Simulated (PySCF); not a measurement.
BFH2, in a box:

```
B F H
1.0
    12.00000    0.00000    0.00000
     0.00000   11.00000    0.00000
     0.00000    0.00000   11.00000
B F H
1 1 2
Cartesian
  5.9614 5.3968 5.5910
  7.0499 5.1041 6.2717
  4.9762 4.7516 5.8081
  6.0229 6.2904 4.7963
```

Base run:

| Quantity | Value |
| --- | --- |
| Program | PySCF 2.14.0 |
| Functional | SVWN5 |
| Potentials or basis | pob-tzvp-rev2 (all-electron) |
| k mesh | 1 × 1 × 1 |
| Occupations | fixed |
| Spin | no spin polarisation |

Its results: gap between the frontier levels 5.80 eV.

Problem. After a change of settings the same cell gave: gap between the frontier levels 6.14 eV. Which change was it?
A. functional from SVWN5 to PW91
B. functional from SVWN5 to revTPSS; dispersion from none to D4
C. functional from SVWN5 to HSE03; dispersion from none to D3

Solution. A.

Caveats: this is a molecule in a periodic box at the Γ point, so its band gap is the HOMO-LUMO gap; the basis of atomic orbitals isn't converged, which shifts pressures, moduli and gaps.

Runs at the PBE level aren't shown here.
